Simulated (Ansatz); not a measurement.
# GeH4S3: the cost of one run

Method: functionals in def2-TZVPP, the program's frozen cores in correlated methods; program: Ansatz 0.2.0, Gaussian basis.

The runs, in order: PBE-D4, r2SCAN-D4, PBE0-D4, B3LYP-D4, ωB97X-V, ωB97M-V, B2PLYP; CCSD(T)/def2-TZVPP; CCSD(T)/def2-QZVPP; extrapolation to the limit.

**1. The geometry**

All runs share one geometry, relaxed beforehand with PBE0-D4 in a triple-zeta def2 set.

SMILES `[SH][GeH]([SH])[SH]`, 8 atoms, charge 0, spin multiplicity 1.

Atoms are counted from 1 here; the program's logs count them from 0.

Bond lengths: S1–Ge2 2.215 Å, S1–H5 1.345 Å, Ge2–S3 2.212 Å, Ge2–S4 2.219 Å, Ge2–H6 1.537 Å, S3–H7 1.344 Å, S4–H8 1.345 Å. Angles: Ge2–S1–H5 93.8°, S1–Ge2–S3 107.8°, S1–Ge2–S4 105.5°, S1–Ge2–H6 113.4°, S3–Ge2–S4 113.5°, S3–Ge2–H6 105.7°, S4–Ge2–H6 111.1°, Ge2–S3–H7 93.4°, Ge2–S4–H8 93.9°.

**2. PBE-D4 (GGA)**

in.yaml

```yaml
crystal:
  periodic: [false, false, false]
  atoms:
    - {symbol: S, position_ang: [-0.724098, 1.380144, 1.533493]}
    - {symbol: Ge, position_ang: [-0.220853, -0.322358, 0.209225]}
    - {symbol: S, position_ang: [1.699218, -1.174554, 0.902020]}
    - {symbol: S, position_ang: [-0.123827, 0.528263, -1.838070]}
    - {symbol: H, position_ang: [-1.734245, 1.803436, 0.753051]}
    - {symbol: H, position_ang: [-1.236064, -1.473491, 0.281133]}
    - {symbol: H, position_ang: [2.393974, -0.066578, 0.593371]}
    - {symbol: H, position_ang: [-0.054115, -0.674872, -2.434233]}
basis:
  gaussian: {orbitals: def2-TZVPP}
hamiltonian: {xc: pbe, dispersion: d4}
output: {forces: true, orbitals: {seedname: orbitals}}
```

Run with:

```sh
$ ansatz run in.yaml --threads 2 --pin off --events-out ev --progress --plain --max-ram 22528MiB --backend cpu
```

**Question.** How long does this run take on 2 threads of AMD EPYC 7R13, shared host, and how much memory does it need?

About 3.1 s, with a peak of 0.35 GiB.
